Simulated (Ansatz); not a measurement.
# WSe2: the cost of one run

Computed with Ansatz 0.2.0 (DFT PBEsol+U (U_eff = 6 eV on W d), plane waves, PAW, no spin–orbit coupling unless a run says so, unless a step's input says otherwise).

4 further runs of the same task are left out: 4 that didn't finish.

### 1 Starting point

The structure is hexagonal, space group P6_3/mmc (No. 194). Conventional cell: a = 3.290 Å, b = 3.290 Å, c = 12.970 Å, α = 90.00°, β = 90.00°, γ = 120.00°. Around W (site symmetry -6m2) lie 6 Se at 2.53 Å. Se (site symmetry 3m) has 3 W at 2.53 Å as nearest neighbours.

As a file:

```cif
data_structure
_symmetry_space_group_name_H-M 'P 1'
_symmetry_Int_Tables_number 1
_cell_length_a 3.2900
_cell_length_b 3.2900
_cell_length_c 12.9700
_cell_angle_alpha 90.000
_cell_angle_beta 90.000
_cell_angle_gamma 120.000
_cell_volume 121.58
loop_
_atom_site_label
_atom_site_type_symbol
_atom_site_fract_x
_atom_site_fract_y
_atom_site_fract_z
_atom_site_occupancy
W1 W 0.33333 0.66667 0.25000 1
W2 W 0.66667 0.33333 0.75000 1
Se1 Se 0.33333 0.66667 0.62100 1
Se2 Se 0.66667 0.33333 0.12100 1
Se3 Se 0.33333 0.66667 0.87900 1
Se4 Se 0.66667 0.33333 0.37900 1
```

An earlier series on this cell reached its lowest free state from «ferromagnetic start, free, default search», perhaps among other starts (it ended without moments).

### 2 Total moment locked at zero, no site moments, 0.00 μB per cell

The input, input.yaml:

```yaml
crystal:
  lattice:
    - [3.28999882, 0.0, 0.0]
    - [-1.64499941, 2.84922255, 0.0]
    - [0.0, 0.0, 12.97000144]
  atoms:
    - { symbol: W, position: [0.3333333333, 0.6666666667, 0.25] }
    - { symbol: W, position: [0.6666666667, 0.3333333333, 0.75] }
    - { symbol: Se, position: [0.3333333333, 0.6666666667, 0.621] }
    - { symbol: Se, position: [0.6666666667, 0.3333333333, 0.121] }
    - { symbol: Se, position: [0.3333333333, 0.6666666667, 0.879] }
    - { symbol: Se, position: [0.6666666667, 0.3333333333, 0.379] }
basis:
  ecutwfc: 420
  ecutrho_ratio: 4
kpoints:
  mp_grid: { grid: [7, 7, 2] }
hamiltonian:
  xc: pbesol
  hubbard:
    sites: [{ site: 0, l: d, u_eff: 6.0 }, { site: 1, l: d, u_eff: 6.0 }]
scf:
  occupations: { method: gaussian, width: 0.05 }
  lower_state_search: "off"
  max_iter: 150
output:
  forces: true
  stress: true
  eigenvalues: true
  populations: true
  hubbard: { sites: [{ site: 0, l: d }, { site: 1, l: d }] }
magnetization:
  spin_polarized: true
  initial_magnetization: 0.0
  spin_locking: { lock_magnetization: hard }
```

The lock stays on to the end, so the result is a constrained state.

Run with:

```
> ansatz run input.yaml --threads 4 --pin off --max-ram 6144MiB --backend cpu --events-out ev --progress --plain --runs-dir out
```

Q: Estimate wall time and peak memory on 4 threads of Arm Neoverse V1, shared host.

About 3.3 s, with a peak of 0.64 GiB.
